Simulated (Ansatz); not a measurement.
Write a Python script for Ansatz 0.2.0 through its Python package that makes Wannier functions of the valence bands of NaMgF₃, space group Pm-3m. Settings: r2SCAN, PAW, cutoff 550 eV, 6×6×6 k-points, fixed occupations.

Contents of `namgf3.xyz`:
```text
5
Lattice="3.876 0.0 0.0 0.0 3.876 0.0 0.0 0.0 3.876" Properties=species:S:1:pos:R:3 pbc="T T T"
Na    0.00000000    0.00000000    0.00000000
Mg    1.93800000    1.93800000    1.93800000
F     1.93800000    1.93800000    0.00000000
F     0.00000000    1.93800000    1.93800000
F     1.93800000    0.00000000    1.93800000
```

The script, `wannier_namgf3.py`:
```python
'''Wannier functions of the anion p bands of NaMgF3.'''

from pathlib import Path
import warnings

import ansatz as az
import tomllib

warnings.simplefilter('ignore', az.DeckWarning)

xtal = az.Crystal.from_extxyz('namgf3.xyz')

job = xtal.calculation()
job = job.functional('r2SCAN')
job = job.basis(550)
job = job.kpoints(6, 6, 6).occupations('fixed')
job = job.wannier(mesh=(4, 4, 4), projections=[az.TrialShell('F', 'p')], minimise=True)
res = job.run(threads=1, runs_dir='w90')
spreads = tomllib.loads(Path(res.output_folder, 'results', 'wannier.spreads.toml').read_text())
print('converged:', spreads['converged'], 'in', spreads['n_iter'], 'steps; least projectability', round(spreads['least_projectability'], 3))
print('invariant, diagonal, off-diagonal spread (A^2):', *(round(spreads[k], 4) for k in ('omega_i_ang2', 'omega_d_ang2', 'omega_od_ang2')))
for function in spreads['wannier']:
    print('centre', [round(v, 3) for v in function['r']], 'spread', round(function['spread'], 4))
```

Output of `python wannier_namgf3.py`:
```text
converged: True in 7 steps; least projectability 0.97
invariant, diagonal, off-diagonal spread (A^2): 5.0566 0.0 0.0114
centre [1.938, 1.938, 0.0] spread 0.5548
centre [1.938, -0.0, 1.938] spread 0.5548
centre [-0.0, 1.938, 1.938] spread 0.5548
centre [1.938, 1.938, 0.0] spread 0.5673
centre [1.938, -0.0, 1.938] spread 0.5673
centre [-0.0, 1.938, 1.938] spread 0.5673
centre [0.0, 1.938, 1.938] spread 0.5673
centre [1.938, 0.0, 1.938] spread 0.5673
centre [1.938, 1.938, -0.0] spread 0.5673
```

Of the deposited cell: it was measured well above room temperature. The structure is a deposited one; some such entries were measured under pressure or heat, so a shift against it needn't be the functional's error alone. Run time: 7 s on 1 thread of Arm Neoverse V2, with other jobs on the host, peak memory 0.45 GiB.
